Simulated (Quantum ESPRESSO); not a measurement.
Crystal: ScNb.

```
Nb Sc
1.0
     3.06564    0.00000    0.00000
    -1.53282    2.65493    0.00000
     0.00000    0.00000    5.07219
Nb Sc
1 1
Cartesian
  0.0000 1.7700 2.5361
  0.0000 0.0000 0.0000
```

The cell comes from a database or a generator and needn't be the stable form of this composition.

```yaml
Program: Quantum ESPRESSO 7.5
Task: single point
Functional: PBE
Potentials_or_basis: SSSP 1.3 efficiency PBE
Cutoff: 816 eV
Density_cutoff: 5987 eV
k_mesh: 10 × 10 × 5
Occupations: fermi-dirac, width 0.05 eV
Spin: no spin polarisation
```

On this cell: pressure -0.1 GPa; largest force under 0.003 eV/Å; band gap on the k mesh none (metal or under the smearing width).

The same run follows on a disturbed copy (atoms moved at random, drawn with an rms of 0.05 Å):

```xyz
2
Lattice="3.0656 0.0000 0.0000 -1.5328 2.6549 0.0000 0.0000 0.0000 5.0722" Properties=species:S:1:pos:R:3 pbc="T T T"
Nb    0.0276    1.7501    2.5378
Sc   -0.0299    0.0192    0.0009
```

Task: What does the disturbed cell give?

Result: The energy (extrapolated to zero smearing) moves by +0.7 meV/atom; pressure -0.1 GPa; largest force 0.042 eV/Å; band gap on the k mesh none (metal or under the smearing width).

Forces in eV/Å, atoms in the order of the input:
```
Nb  -0.034  0.024 -0.003
Sc   0.034 -0.024  0.003
```

Stress tensor (GPa, compression positive):
```
-0.21  0.33  0.00
 0.33  0.25  0.00
 0.00  0.00 -0.49
```
